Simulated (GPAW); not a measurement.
# HPbNO4 in GPAW: the effect of functional

Crystal: HPbNO4.

```xyz
7
Lattice="4.1992 0.1112 0.1682 1.9160 3.8913 0.1257 1.7609 1.2526 6.3727" Properties=species:S:1:pos:R:3 pbc="T T T"
H     6.1559    3.5396    4.2374
Pb    3.9410    4.7367    5.7714
N     2.1622    1.5295    2.0021
O     6.1170    3.6060    5.2180
O     2.2525    1.0554    0.8130
O     2.1821    0.7481    2.9790
O     2.0545    2.7723    2.1460
```

The cell was built by a generator and needn't be a form met in nature.

Alike in all runs:

* Program: GPAW 26.7.0
* Task: band structure
* Cutoff: 800 eV
* Basis: pw
* k mesh: 5 × 5 × 3
* Occupations: fermi-dirac, width 0.05 eV
* Spin: no spin polarisation

Question: One run gave: gap on the mesh 2.83 eV; pressure 2.1 GPa; largest force 0.51 eV/Å. Which functional did it use?
A. revPBE
B. RPBE
C. BLYP

Answer: C.

```tsv
functional	potentials or basis	gap on the mesh (eV)	pressure (GPa)	largest force (eV/Å)
RPBE	the program's PAW data sets (release 1.2.1) made for this functional	2.91	2.4	0.24
revPBE	the program's PAW data sets (release 1.2.1) made for this functional	2.91	1.8	0.18
BLYP	PAW data sets generated in the run's folder for this functional	2.83	2.1	0.51
```

Caveats: spin-orbit coupling is left out, which as a rule narrows the gap of such compounds by several tenths of an eV.

A k mesh can miss the band edges.
